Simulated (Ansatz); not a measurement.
# Zr2Cd: compression at zero temperature

How does Zr2Cd compress? Cell and atoms are relaxed at 7 pressures between -1 and 90 GPa.

Program: Ansatz 0.2.0. Level of theory: DFT PBEsol, scalar-relativistic, plane waves, PAW. These are calculated values, not measurements.

**1. Starting point**

The structure is orthorhombic, space group Fmmm (No. 69). The conventional cell has a = 4.365 Å, b = 4.377 Å, c = 14.000 Å, α = 90.00°, β = 90.00°, γ = 90.00°. Zr (site symmetry mm2) is surrounded by 8 Zr at 3.09 to 3.15 Å and 4 Cd at 3.22 Å. Cd (site symmetry mmm) is surrounded by 4 Cd at 3.09 Å and 8 Zr at 3.22 Å.

Coordinates:

```cif
data_structure
_symmetry_space_group_name_H-M 'Fmmm'
_symmetry_Int_Tables_number 69
_cell_length_a 4.3646
_cell_length_b 4.3767
_cell_length_c 13.9997
_cell_angle_alpha 90.000
_cell_angle_beta 90.000
_cell_angle_gamma 90.000
_cell_volume 267.43
loop_
_atom_site_label
_atom_site_type_symbol
_atom_site_symmetry_multiplicity
_atom_site_Wyckoff_symbol
_atom_site_fract_x
_atom_site_fract_y
_atom_site_fract_z
_atom_site_occupancy
Zr1 Zr 8 i 0.00000 0.00000 0.16884 1
Cd1 Cd 4 b 0.50000 0.00000 0.00000 1
```

The structure comes from the Materials Project (structure only).

(A quick probe on a coarse mesh, which set the mesh and smearing, is not shown.)

**3. The relaxation**

input.yaml

```yaml
crystal:
  lattice:
    - [0.0, 2.1883400586, 6.9998424303]
    - [2.182321725, 0.0, 6.9998424303]
    - [2.182321725, 2.1883400586, 0.0]
  atoms:
    - { symbol: Zr, position: [0.16883929, 0.16883929, 0.83116071] }
    - { symbol: Zr, position: [0.83116071, 0.83116071, 0.16883929] }
    - { symbol: Cd, position: [0.5, 0.5, 0.5] }
basis:
  ecutwfc: 420
kpoints:
  mp_grid: { grid: [14, 14, 14] }
hamiltonian:
  xc: pbesol
scf:
  occupations: { method: gaussian, width: 0.1 }
output:
  forces: true
  stress: true
  eigenvalues: true
relax:
  adjacent_minimum: "off"
  f_tol: 0.005
  max_steps: 80
  cell: { stress_tol: 0.05 }
```

The session goes on with these runs: -1 GPa; target pressure 1 GPa; target pressure 4 GPa; relaxing at 12 GPa; target pressure 25 GPa; target pressure 50 GPa; target pressure 90 GPa.

**Question.** What will these runs give? Wanted: relaxed cell; volume; formation energy; bulk modulus B0; B0'.

The runs gave:

```
                                                               quantity                                                                       value
                                            relaxed cell (conventional)  a = 3.035 Å, b = 3.035 Å, c = 13.877 Å, α = 90.00°, β = 90.00°, γ = 90.00°
                                                   space group (0.01 Å)                                                            I4/mmm (No. 139)
                                                                 volume                                                               21.30 Å³/atom
formation energy (elements from runs with the same settings, not shown)                                                               -0.15 eV/atom
                                                       volume at 90 GPa                                                 13.97 Å³/atom, V/V0 = 0.656
                          bulk modulus B0 (third-order Birch-Murnaghan)                                                                      91 GPa
                                                                    B0'                                                                         4.0
```

In words: The cell shrank by 4.4 % in volume on relaxing. At 90 GPa the crystal has lost 34.4 % of its volume. The points follow one equation of state, B0 = 91 GPa. The cell gives way unevenly: a -9.6 %, b -9.6 %, c -15.1 %. The symmetry of the start is kept, so a transition to another structure would not show.
